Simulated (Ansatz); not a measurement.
# singlet [SiH3O4]+: levels of theory compared

Aim: a comparison of 6 runs (B2PLYP/6-31G*, B3LYP/6-31G*, HSE06/6-31G*, r2SCAN0/6-31G*, wB97X/6-31G*, BCCD(T)/6-31G*) of singlet [SiH3O4]+. 

Program for the calculation: Ansatz 0.2.0.

60 further runs of the same task are left out: 4 that didn't finish, 56 set aside as unsound or not needed. Runs told in other sessions of the task aren't counted.

### 1 The molecule

[SiH3O4]+: 8 atoms, total charge +1, spin state singlet. SMILES of the parent species: `[O][Si](O)(O)O`. Geometry: relaxed at PBE0-D4/def2-TZVP. This is one conformer, not always the lowest. That shape belongs to the parent species and isn't relaxed for this state.

Bond lengths: O1–Si2 1.656 Å, Si2–O3 1.631 Å, Si2–O4 1.622 Å, Si2–O5 1.624 Å, O3–H6 0.959 Å, O4–H7 0.959 Å, O5–H8 0.958 Å. Angles: O1–Si2–O3 102.2°, O1–Si2–O4 107.0°, O1–Si2–O5 116.5°, O3–Si2–O4 116.6°, O3–Si2–O5 108.2°, O4–Si2–O5 106.6°, Si2–O3–H6 117.6°, Si2–O4–H7 116.9°, Si2–O5–H8 118.2°.

### 2 The energy at B2PLYP/6-31G(d) (spherical functions) (run 1)

run.yaml

```yaml
crystal:
  periodic: [false, false, false]
  atoms:
    - {symbol: O, position_ang: [-1.417600, 0.247800, 1.193000]}
    - {symbol: Si, position_ang: [-0.195800, 0.058700, 0.091000]}
    - {symbol: O, position_ang: [1.117100, -0.067300, 1.049800]}
    - {symbol: O, position_ang: [-0.249900, 1.339100, -0.902700]}
    - {symbol: O, position_ang: [-0.266300, -1.263500, -0.849700]}
    - {symbol: H, position_ang: [1.271400, 0.633000, 1.686700]}
    - {symbol: H, position_ang: [-0.094000, 1.173100, -1.833800]}
    - {symbol: H, position_ang: [-0.165000, -2.120800, -0.434300]}
basis:
  gaussian:
    orbitals: 6-31G_st_-spherical.json
total_charge: 1
hamiltonian:
  xc: {name: B2PLYP}
correlation:
  frozen_orbitals: {H: 0, O: 1, Si: 5}
accuracy: high
output:
  orbitals: {seedname: orbitals}
```

The basis set 6-31G* is read from a file made from the Basis Set Exchange's data (not shown).

Launch:

```
$ ansatz run run.yaml --threads 1 --pin off --max-ram 3480MiB --events-out events.jsonl --progress --plain --runs-dir runs
```

The program printed:

```text
Warning: RAYON_NUM_THREADS=1 ignored (pool sized by the plan → 1); use --threads N
Functional definition: B2PLYP
  name "B2PLYP"
  parameter a = 0.53
  parameter c = 0.27
  exchange = (1 - a)*b88_x + a*exact_x
  correlation = (1 - c)*lyp_c + c*(mp2_os + mp2_ss)
1763 factors; integrals over basis functions are off by at most 3.3e-9 eV
mean field evaluation 1: about -16073.5452 eV, gradient 8.3e1 eV
mean field evaluation 2: about -16073.5939 eV, gradient 8.3e1 eV
mean field evaluation 4: about -16080.1348 eV, gradient 4.9e1 eV
mean field evaluation 8: about -16085.5376 eV, gradient 1.7e0 eV
mean field evaluation 16: about -16085.5677 eV, gradient 5.4e-2 eV
mean field evaluation 32: about -16085.5683 eV, gradient 7.9e-4 eV
mean field evaluation 64: about -16063.7319 eV, gradient 8.4e1 eV
mean field -16085.56833683 eV, -591.1337331885 hartree, gradient 7.0e-8 eV, S^2 0.000000; 4 other end points of the search recorded, 0 dependent functions left out; unrestricted orbitals would lower it
9 core orbitals not correlated: weight in the atoms' cores, before any rotation towards them, 1.000 or more for the frozen orbitals, at most 0.000 for the correlated occupied ones
reference -16085.56835932 eV, -591.1337340153 hartree; 15, 15 occupied and 56, 56 virtual orbitals, 1763 factors
second order -28.68512322 eV of doubles, -0.00000000 eV of singles
Total energy: -16093.31334259 eV, -591.4183569007 hartree
```

Run time: 20 s. Hardware: 1 thread of Arm Neoverse V2, shared host; peak memory 0.33 GiB.

### 3 The energy at B3LYP/6-31G(d) (spherical functions) (run 2)

input.yaml

```yaml
crystal:
  periodic: [false, false, false]
  atoms:
    - {symbol: O, position_ang: [-1.417600, 0.247800, 1.193000]}
    - {symbol: Si, position_ang: [-0.195800, 0.058700, 0.091000]}
    - {symbol: O, position_ang: [1.117100, -0.067300, 1.049800]}
    - {symbol: O, position_ang: [-0.249900, 1.339100, -0.902700]}
    - {symbol: O, position_ang: [-0.266300, -1.263500, -0.849700]}
    - {symbol: H, position_ang: [1.271400, 0.633000, 1.686700]}
    - {symbol: H, position_ang: [-0.094000, 1.173100, -1.833800]}
    - {symbol: H, position_ang: [-0.165000, -2.120800, -0.434300]}
basis:
  gaussian:
    orbitals: 6-31G_st_-spherical.json
total_charge: 1
output: {orbitals: {seedname: orbitals}}
accuracy: high
hamiltonian:
  xc: {name: B3LYP}
```

The basis set 6-31G* is read from a file made from the Basis Set Exchange's data (not shown).

Launch:

```
$ ansatz run input.yaml --threads 1 --pin off --max-ram 3480MiB --events-out events.jsonl --progress --plain --runs-dir runs
```

The program printed:

```text
Warning: RAYON_NUM_THREADS=1 ignored (pool sized by the plan → 1); use --threads N
Functional definition: B3LYP
  name "B3LYP"
  parameter a0 = 0.2
  parameter ax = 0.72
  parameter ac = 0.81
  exchange = (1 - a0 - ax)*slater_x + ax*b88_x + a0*exact_x
  correlation = (1 - ac)*vwn_rpa_c + ac*lyp_c
1763 factors; integrals over basis functions are off by at most 3.3e-9 eV
mean field evaluation 1: about -16084.1403 eV, gradient 1.1e2 eV
mean field evaluation 2: about -16009.1826 eV, gradient 2.1e2 eV
mean field evaluation 4: about -16089.0074 eV, gradient 7.5e1 eV
mean field evaluation 8: about -16103.9245 eV, gradient 6.4e0 eV
mean field evaluation 16: about -16104.2111 eV, gradient 8.7e-2 eV
mean field evaluation 32: about -16104.2113 eV, gradient 4.1e-6 eV
mean field -16104.21130695 eV, -591.8188497041 hartree, gradient 5.7e-8 eV, S^2 0.000000; 3 other end points of the search recorded, 0 dependent functions left out
reference -16104.21134230 eV, -591.8188510031 hartree; 24, 24 occupied and 56, 56 virtual orbitals, 1763 factors
Total energy: -16104.21134230 eV, -591.8188510031 hartree
```

Run time: 15 s. Hardware: 1 thread of Arm Neoverse V2, shared host; peak memory 0.26 GiB.

Runs 3 to 4 aren't shown in full; the table further down has their settings and results.

### 4 A single-point energy at wB97X/6-31G(d) (spherical functions) (run 5)

in.yaml

```yaml
crystal:
  periodic: [false, false, false]
  atoms:
    - {symbol: O, position_ang: [-1.417600, 0.247800, 1.193000]}
    - {symbol: Si, position_ang: [-0.195800, 0.058700, 0.091000]}
    - {symbol: O, position_ang: [1.117100, -0.067300, 1.049800]}
    - {symbol: O, position_ang: [-0.249900, 1.339100, -0.902700]}
    - {symbol: O, position_ang: [-0.266300, -1.263500, -0.849700]}
    - {symbol: H, position_ang: [1.271400, 0.633000, 1.686700]}
    - {symbol: H, position_ang: [-0.094000, 1.173100, -1.833800]}
    - {symbol: H, position_ang: [-0.165000, -2.120800, -0.434300]}
basis:
  gaussian:
    orbitals: 6-31G_st_-spherical.json
output:
  orbitals: {seedname: orbitals}
accuracy: high
magnetization:
  spin_polarized: false
total_charge: 1
hamiltonian:
  xc: {name: wB97X}
```

The basis set 6-31G* is read from a file made from the Basis Set Exchange's data (not shown).

Launch:

```
$ ansatz run in.yaml --threads 1 --pin off --max-ram 3480MiB --events-out events.jsonl --progress --plain --runs-dir runs
```

The program printed (excerpt; [...] marks lines left out):

```text
Warning: RAYON_NUM_THREADS=1 ignored (pool sized by the plan → 1); use --threads N
Functional definition: wB97X
  name "wB97X"
[...]
      + exact_x_lr(omega)
[...]
      + integral(e_c_pw_opposite_spin*poly(b97_u_opposite, 1, cos1, cos2, cos3, cos4))
1763 factors; integrals over basis functions are off by at most 3.3e-9 eV
342 factors; integrals over basis functions are off by at most 1.7e-9 eV
[...]
mean field -16100.83804217 eV, -591.6948845098 hartree, gradient 6.8e-8 eV, S^2 0.000000; 2 other end points of the search recorded, 0 dependent functions left out
reference -16100.83803926 eV, -591.6948844029 hartree; 24, 24 occupied and 56, 56 virtual orbitals, 1763 factors
Total energy: -16100.83803926 eV, -591.6948844029 hartree
```

Run time: 49 s. Hardware: 1 thread of Arm Neoverse V2, shared host; peak memory 0.46 GiB.

### 5 A single-point energy at BCCD(T)/6-31G(d) (spherical functions) (run 6)

Edit in.yaml of step 4 so:

```diff
@@ -14,9 +14,10 @@
     orbitals: 6-31G_st_-spherical.json
-output:
-  orbitals: {seedname: orbitals}
-accuracy: high
+total_charge: 1
 magnetization:
   spin_polarized: false
-total_charge: 1
-hamiltonian:
-  xc: {name: wB97X}
+correlation:
+  method: bccd_t
+  frozen_orbitals: {H: 0, O: 1, Si: 5}
+accuracy: high
+scf:
+  omitted_lower_state_checks: [cluster_reference, increment]
```

The basis set 6-31G* is read from a file made from the Basis Set Exchange's data (not shown).

Launch:

```
$ ansatz run in.yaml --threads 1 --pin off --max-ram 3480MiB --events-out events.jsonl --progress --plain --runs-dir runs
```

The program printed:

```text
Warning: RAYON_NUM_THREADS=1 ignored (pool sized by the plan → 1); use --threads N
[... 13 lines left out ...]
9 core orbitals not correlated: weight in the atoms' cores, before any rotation towards them, 1.000 or more for the frozen orbitals, at most 0.000 for the correlated occupied ones
[... 77 lines left out ...]
Total energy: -16070.72583926 eV, -590.5882814635 hartree
Checks for a lower state left out: cluster_reference, increment
```

Wall time 63 s (1 thread of Arm Neoverse V2, shared host); peak memory 0.56 GiB.

### 6 The series

| run | level | frozen core orbitals | energy (Eh) | HOMO energy (eV) | LUMO energy (eV) | HOMO–LUMO gap (eV) | wall time |
| --- | --- | --- | --- | --- | --- | --- | --- |
| 1 | B2PLYP/6-31G* (spherical functions) | 9 | -591.418357 | -17.17 | -13.62 | 3.55 | 20 s |
| 2 | B3LYP/6-31G* (spherical functions) | – | -591.818851 | -15.66 | -14.44 | 1.22 | 15 s |
| 3 | HSE06/6-31G* (spherical functions) | – | -591.337552 | -15.54 | -14.76 | 0.78 | 16 s |
| 4 | r2SCAN0/6-31G* (spherical functions) | – | -591.565678 | -16.23 | -14.59 | 1.63 | 33 s |
| 5 | wB97X/6-31G* (spherical functions) | – | -591.694884 | -18.22 | -12.71 | 5.52 | 49 s |
| 6 | BCCD(T)/6-31G* (spherical functions) | 9 | -590.588281 | – | – | – | 63 s |

### 7 What came out

| quantity | value |
| --- | --- |
| run 6: total energy | -590.58828 Eh |
| run 6: correlation energy (9 core orbitals frozen) | -856.7 mEh |
| run 6: (T) correction | -48.81 mEh |

In words: Over runs 1, 2, 3, 4, 5 the HOMO–LUMO gap runs from 0.78 eV (HSE06/6-31G*) to 5.52 eV (wB97X/6-31G*). Totals of different functionals can't be ranked against each other. In runs 1, 6 the log says that unrestricted orbitals would lower the reference, so the values rest on an unstable closed-shell determinant (other closed-shell runs at this shape may share the fault). All runs together took 3.3 min, the longest 63 s.
